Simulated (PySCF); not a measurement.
# C4H8OSi: the cost of one run

The runs use PySCF 2.14.0, with density-fitted response routines of our own; the level of theory stands in each step. All values are computed, except where a source is named. Atoms are numbered from 0 throughout.

## (1) The molecule as given

14 atoms, charge 0, multiplicity 1; geometry from: GFN2-xTB. The atoms were then displaced at random by about 0.01 Å, so the start is not that level's minimum.

Bonds of the start (Å): Si0–O1 1.65, O1–C2 1.37, C2–C3 1.26, C3–C4 1.50, C4–C5 1.50, C5–C3 1.49, Si0–H6 1.46, Si0–H7 1.43, Si0–H8 1.47, C2–H9 1.10, C4–H10 1.10, C4–H11 1.07, C5–H12 1.09, C5–H13 1.09.

## (2) Optimising the geometry at PBE0-D3(BJ)/def2-SVP

The job: settings as JSON, then the geometry in Å.

```
{"job": {"xc": "PBE0", "basis": "def2-SVP", "d3": "d3bj", "grid": 1, "shake": 0.01, "kind": "geom"}, "charge": 0, "multiplicity": 1}
Si     2.904780    -0.503330     0.124540
O      1.265730    -0.474920    -0.057290
C      0.309540     0.463670     0.214800
C     -0.912600     0.264650    -0.003980
C     -2.319350     0.768120     0.047840
C     -2.026090    -0.606900    -0.477660
H      3.268630    -0.292980     1.525490
H      3.182400    -1.802430    -0.394490
H      3.499960     0.603500    -0.641560
H      0.688120     1.395750     0.654380
H     -2.803110     0.862570     1.032990
H     -2.605100     1.545820    -0.634410
H     -2.144510    -0.775750    -1.547710
H     -2.315550    -1.462850     0.134350
```

Command:

```sh
$ OMP_NUM_THREADS=1 python probes_run.py task.json out
```

One launch serves the whole session: the jobs run in the order shown.

**Question.** How long does this first job take on 1 thread of Arm Neoverse V2, shared host, and how much memory does it need?

About 72 s, with a peak of 0.53 GiB.
